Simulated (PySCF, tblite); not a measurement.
**C₈H₁₁F: geometry, infrared bands and NMR shifts**

What infrared bands and NMR shifts should C₈H₁₁F (`C=C=C[C@H](/C=C\C)CF`) show?

The runs use tblite 0.8.0 and PySCF 2.14.0, with density-fitted response routines of our own; the level of theory stands in each step. All values are computed, except where a source is named. Atoms are numbered from 0 throughout.

## 1. The starting structure

20 atoms, charge 0, multiplicity 1; geometry from: force field or distance geometry start.

Bonds of the start (Å): C0–C1 1.34, C1–C2 1.31, C2–C3 1.46, C3–C4 1.47, C4–C5 1.31, C5–C6 1.48, C3–C7 1.54, C7–F8 1.38, C0–H9 1.05, C0–H10 1.06, C2–H11 1.06, C3–H12 1.15, C4–H13 1.11, C5–H14 1.11, C6–H15 1.13, C6–H16 1.12, C6–H17 1.09, C7–H18 1.11, C7–H19 1.11.

## 2. Optimising the geometry with GFN2-xTB

What the job is given:

```
{"job": {"kind": "relax", "xc": "GFN2-xTB", "basis": "xTB"}, "charge": 0, "multiplicity": 1}
C      2.769900    -1.663400     0.554300
C      1.787000    -0.929700     0.025700
C      0.821700    -0.195600    -0.464300
C      0.227400     0.791700     0.428200
C     -1.209400     0.708600     0.710300
C     -2.071100    -0.161300     0.242500
C     -1.762100    -1.286900    -0.668400
C      0.464200     2.168400    -0.210500
F     -0.173700     2.129200    -1.435000
H      3.733100    -1.265100     0.456000
H      2.452300    -2.564500     1.021200
H      0.565600    -0.397900    -1.476900
H      0.829600     0.865900     1.399800
H     -1.616200     1.491700     1.375900
H     -3.122600    -0.037800     0.566300
H     -2.658400    -1.970300    -0.566000
H     -0.902700    -1.892700    -0.287900
H     -1.706400    -1.036300    -1.725000
H      0.016400     2.955900     0.432000
H      1.550200     2.300800    -0.381200
```

On the command line:

```bash
$ OMP_NUM_THREADS=1 python probes_run.py task.json out
```

One launch serves the whole session: the jobs run in the order shown.

**Question.** This job is followed by: GFN2-xTB harmonic vibrations, gas phase; GIAO PBE0/pcSseg-1 NMR shielding, non-relativistic, gas phase. What will the session give for the following? strongest single infrared mode (GFN2-xTB); zero-point energy (GFN2-xTB); ¹³C shifts against TMS (PBE0/pcSseg-1); ¹H shifts against TMS (PBE0/pcSseg-1, means over atoms taken as alike); ¹⁹F shifts against CFCl3 (PBE0/pcSseg-1).

**Answer**, as computed:

| quantity | value |
| --- | --- |
| strongest single infrared mode (GFN2-xTB) | 2096 cm⁻¹, 120 km/mol |
| zero-point energy (GFN2-xTB) | 101.8 kcal/mol |
| ¹³C shifts against TMS (PBE0/pcSseg-1) | 219.3, 135.6, 134.0, 96.0, 90.6, 77.9, 46.0, 16.2 ppm |
| ¹H shifts against TMS (PBE0/pcSseg-1, means over atoms taken as alike) | 6.15, 5.93, 5.66, 4.94, 4.89, 4.75, 2.96, 1.82 ppm |
| ¹⁹F shifts against CFCl3 (PBE0/pcSseg-1) | -264.3 ppm |

**Reading.** Over 220 steps the energy fell by 0.741 eV; of the close pairs, C2–C3 changed most, 1.458 to 1.513 Å. The lowest mode is slightly imaginary (10i cm⁻¹), a soft motion within the noise of the Hessian, so the minimum is not strictly shown. The strongest single mode, at 2096 cm⁻¹, moves mainly C1. GFN2-xTB is a fitted tight-binding method: band positions and strengths are rough. Its intensities can rank the bands wrongly. C1 (central carbon of an allene) lies farthest downfield among carbon, at 219.3 ppm; the central sp carbon of an allene is among the most deshielded carbons of hydrocarbons.
